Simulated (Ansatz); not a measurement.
# WS3: the cost of one run

Program: Ansatz 0.2.0. Level of theory: DFT PBE, scalar-relativistic, plane waves, PAW, unless a step names another level. These are calculated values, not measurements.

5 further runs of the same task are left out: 3 that didn't finish, 2 set aside as unsound or not needed.

**1. The system as given**

The structure is hexagonal, space group P6_3/mmc (No. 194). The conventional cell has a = 10.289 Å, b = 10.289 Å, c = 2.925 Å, α = 90.00°, β = 90.00°, γ = 120.00°. Around W (site symmetry -6m2) lie 6 S at 2.38 Å. S (site symmetry mm2) has 2 W at 2.38 Å as nearest neighbours.

Structure file:

```xyz
8
Lattice="10.2891 0.0000 0.0000 -5.1446 8.9106 0.0000 0.0000 0.0000 2.9251" Properties=species:S:1:pos:R:3 pbc="T T T"
W     0.0000    5.9404    2.1938
W     5.1446    2.9702    0.7313
S     0.0000    4.0683    0.7313
S     1.6213    6.8765    0.7313
S    -1.6213    6.8765    0.7313
S     5.1446    4.8423    2.1938
S     3.5233    2.0342    2.1938
S     6.7659    2.0342    2.1938
```

It came out lowest among 28 distinct ends of the trial cells. At a tolerance of 0.02 Å it has space group P6_3/mmc (No. 194).

**2. A stricter relaxation, on the response runs' mesh and smearing**

input.yaml

```yaml
crystal:
  lattice:
    - [10.2891257795, 0.0, 0.0]
    - [-5.1445628898, 8.9106443077, 0.0]
    - [0.0, 0.0, 2.925129639]
  atoms:
    - { symbol: W, position: [0.3333333333, 0.6666666667, 0.75] }
    - { symbol: W, position: [0.6666666667, 0.3333333333, 0.25] }
    - { symbol: S, position: [0.2282833542, 0.4565667083, 0.25] }
    - { symbol: S, position: [0.5434332917, 0.7717166458, 0.25] }
    - { symbol: S, position: [0.2282833542, 0.7717166458, 0.25] }
    - { symbol: S, position: [0.7717166458, 0.5434332917, 0.75] }
    - { symbol: S, position: [0.4565667083, 0.2282833542, 0.75] }
    - { symbol: S, position: [0.7717166458, 0.2282833542, 0.75] }
basis:
  ecutwfc: 420
kpoints:
  mp_grid: { grid: [6, 6, 12] }
hamiltonian:
  xc: pbe
scf:
  occupations: { method: fixed }
output:
  forces: true
  stress: true
  eigenvalues: true
relax:
  adjacent_minimum: "off"
  f_tol: 0.001
  max_steps: 60
  cell: { stress_tol: 0.01 }
```

Launch:

```sh
$ ansatz run input.yaml --threads 3 --pin off --max-ram 7680MiB --backend cpu --events-out ev --progress --plain --runs-dir out
```

What time and memory should one allow on 3 threads of Arm Neoverse V1, shared host?

About 78 s, with a peak of 0.83 GiB.
